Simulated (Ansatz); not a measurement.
**CH6ClFO2Si2: up Jacob's ladder to CCSD(T)**

How much do the methods differ for CH6ClFO2Si2? The plan is to run it at one geometry with functionals of several rungs and with coupled cluster. The yardstick is the atomisation energy at the CCSD(T) limit.

The runs use Ansatz 0.2.0, Gaussian basis; functionals in def2-TZVPP, the program's frozen cores in correlated methods.

Plan: PBE-D4, r2SCAN-D4, PBE0-D4, B3LYP-D4, ωB97X-V, ωB97M-V, B2PLYP; CCSD(T)/def2-TZVPP; MP2/def2-QZVPP; extrapolation to the limit.

**1. Structure used throughout**

The geometry comes from an earlier relaxation with PBE0-D4 in a triple-zeta def2 set; it is a stationary point, not always the lowest conformer.

SMILES `CO[SiH](F)O[SiH2]Cl`, 13 atoms, charge 0, spin multiplicity 1.

Atoms are counted from 1 here; the program's logs count them from 0.

Bond lengths: C1–O2 1.413 Å, C1–H8 1.093 Å, C1–H9 1.095 Å, C1–H10 1.090 Å, O2–Si3 1.614 Å, Si3–F4 1.583 Å, Si3–O5 1.624 Å, Si3–H11 1.471 Å, O5–Si6 1.624 Å, Si6–Cl7 2.053 Å, Si6–H12 1.476 Å, Si6–H13 1.477 Å. Angles: O2–C1–H8 110.9°, O2–C1–H9 111.5°, O2–C1–H10 107.9°, H8–C1–H9 109.1°, H8–C1–H10 108.8°, H9–C1–H10 108.5°, C1–O2–Si3 126.4°, O2–Si3–F4 105.8°, O2–Si3–O5 112.5°, O2–Si3–H11 113.0°, F4–Si3–O5 108.7°, F4–Si3–H11 109.2°, O5–Si3–H11 107.7°, Si3–O5–Si6 149.9°, O5–Si6–Cl7 109.9°, O5–Si6–H12 108.4°, O5–Si6–H13 110.7°, Cl7–Si6–H12 107.6° and more.

**2. PBE-D4 (GGA)**

The input, in.yaml:

```yaml
crystal:
  periodic: [false, false, false]
  atoms:
    - {symbol: C, position_ang: [1.772561, -0.822999, -0.892301]}
    - {symbol: O, position_ang: [1.089378, -1.133657, 0.304538]}
    - {symbol: Si, position_ang: [0.429048, -0.078448, 1.332297]}
    - {symbol: F, position_ang: [-0.230446, -0.949036, 2.478209]}
    - {symbol: O, position_ang: [-0.725603, 0.826928, 0.637357]}
    - {symbol: Si, position_ang: [-2.114982, 0.933076, -0.196656]}
    - {symbol: Cl, position_ang: [-1.878352, 0.102720, -2.058721]}
    - {symbol: H, position_ang: [1.082340, -0.436344, -1.646911]}
    - {symbol: H, position_ang: [2.565611, -0.087181, -0.722229]}
    - {symbol: H, position_ang: [2.226073, -1.740669, -1.267561]}
    - {symbol: H, position_ang: [1.415093, 0.836209, 1.927892]}
    - {symbol: H, position_ang: [-2.437901, 2.361155, -0.381737]}
    - {symbol: H, position_ang: [-3.192809, 0.188275, 0.485823]}
basis:
  gaussian: {orbitals: def2-TZVPP}
hamiltonian: {xc: pbe, dispersion: d4}
output: {forces: true, orbitals: {seedname: orbitals}}
```

The run is started by

```
ansatz run in.yaml --threads 2 --pin off --events-out ev --progress --plain --max-ram 32768MiB --backend cuda --devices 0, --max-vram 18GiB
```

After this run come: r2SCAN-D4 (meta-GGA); PBE0-D4 (hybrid); B3LYP-D4 (hybrid); ωB97X-V (range-separated); ωB97M-V (range-separated); B2PLYP (double hybrid); CCSD(T) in def2-TZVPP; MP2 in def2-QZVPP.

Before running them: what should the planned runs give, taken together? Wanted: atomisation energy, CCSD(T)/CBS; farthest; mean size of error, hybrid; mean size of error, range-separated; gap, smallest and largest; T1 diagnostic; triples share of the correlation energy.

As calculated:

```
                               quantity                                 value
        atomisation energy, CCSD(T)/CBS                         5072.9 kJ/mol
 functionals within 25.4 kJ/mol (0.5 %)   PBE-D4, r2SCAN-D4, ωB97X-V, ωB97M-V
                               farthest                 B2PLYP (-86.8 kJ/mol)
             mean size of error, hybrid                           65.3 kJ/mol
    mean size of error, range-separated                            7.1 kJ/mol
              gap, smallest and largest  6.66 eV (PBE-D4), 13.66 eV (ωB97X-V)
                          T1 diagnostic                                0.0111
triples share of the correlation energy                                 3.4 %
```

In words: PBE-D4 is off by +1.4 kJ/mol. Double hybrids carry the basis error of their MP2 part in triple zeta, and no dispersion term here, so their miss is partly the set-up's. The reference freezes the cores and leaves out relativity and excitations past (T), so misses under about 25.4 kJ/mol can't be ranked. Hartree-Fock recovers 74 % of the binding; the rest is correlation. Orbital gaps span 6.7 to 13.7 eV; exact exchange widens them.
